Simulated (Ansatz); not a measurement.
**CH6BNSi: basis-set convergence**

An exercise on one series of results from a longer session: the logs are not shown, and one member is left open.

The runs use Ansatz 0.2.0, Gaussian basis; one geometry, several basis sets.

The runs, in order: PBE0-D4/def2-SVP; ωB97M-V/def2-SVP; PBE0-D4/def2-QZVPP; ωB97M-V/def2-QZVPP; the functionals' def2-TZVPP values are taken from earlier runs.

## The geometry

The geometry comes from an earlier relaxation with PBE0-D4 in a triple-zeta def2 set; it is a stationary point, not always the lowest conformer.

SMILES `B1NC[SiH2]1`, 10 atoms, charge 0, spin multiplicity 1.

Atoms are counted from 1 here; the program's logs count them from 0.

Bond lengths: B1–N2 1.394 Å, B1–Si4 2.015 Å, B1–H5 1.192 Å, N2–C3 1.470 Å, N2–H6 1.013 Å, C3–Si4 1.925 Å, C3–H7 1.094 Å, C3–H8 1.094 Å, Si4–H9 1.490 Å, Si4–H10 1.490 Å. Angles: N2–B1–Si4 87.2°, N2–B1–H5 125.6°, Si4–B1–H5 147.3°, B1–N2–C3 110.8°, B1–N2–H6 128.8°, C3–N2–H6 120.4°, N2–C3–Si4 88.6°, N2–C3–H7 112.6°, N2–C3–H8 112.6°, Si4–C3–H7 116.6°, Si4–C3–H8 116.6°, H7–C3–H8 108.8°, B1–Si4–C3 73.5°, B1–Si4–H9 121.6°, B1–Si4–H10 121.6°, C3–Si4–H9 114.1°, C3–Si4–H10 114.1°, H9–Si4–H10 107.7°.

Set-up of the first run:

File in.yaml:

```yaml
crystal:
  periodic: [false, false, false]
  atoms:
    - {symbol: B, position_ang: [-1.159632, 0.512928, -0.559158]}
    - {symbol: N, position_ang: [-0.899987, -0.698655, 0.078796]}
    - {symbol: C, position_ang: [0.507294, -0.777289, 0.497342]}
    - {symbol: Si, position_ang: [0.776887, 0.975733, -0.250732]}
    - {symbol: H, position_ang: [-2.213351, 0.851056, -1.003307]}
    - {symbol: H, position_ang: [-1.533807, -1.465788, 0.266244]}
    - {symbol: H, position_ang: [0.618692, -0.868987, 1.581345]}
    - {symbol: H, position_ang: [1.042784, -1.601427, 0.017839]}
    - {symbol: H, position_ang: [1.185091, 2.006327, 0.745394]}
    - {symbol: H, position_ang: [1.759130, 1.014901, -1.370864]}
basis:
  gaussian: {orbitals: def2-SVP}
hamiltonian: {xc: pbe0, dispersion: d4}
output: {orbitals: {seedname: orbitals}}
```

Launch:

```console
$ ansatz run in.yaml --threads 2 --pin off --events-out ev --progress --plain --max-ram 4352MiB
```

Among the steps run: PBE0-D4 in def2-SVP; ωB97M-V in def2-SVP; PBE0-D4 in def2-QZVPP; ωB97M-V in def2-QZVPP.

One of the session's tables, all rows but one given; the rest of the session is left out.

```
functional       basis  HOMO (eV)  LUMO (eV)
   PBE0-D4    def2-SVP      -7.41      -0.26
   PBE0-D4  def2-TZVPP      -7.44      -0.45
   PBE0-D4  def2-QZVPP      -7.45      -0.50
   ωB97M-V    def2-SVP      -9.53       1.82
   ωB97M-V  def2-TZVPP          ?          ?
   ωB97M-V  def2-QZVPP      -9.59       1.31
```

Estimate the missing values for ωB97M-V, def2-TZVPP.

The run gave: HOMO (eV): -9.58; LUMO (eV): 1.48. In the column «HOMO (eV)» it lies between ωB97M-V, def2-QZVPP (-9.59) and ωB97M-V, def2-SVP (-9.53).
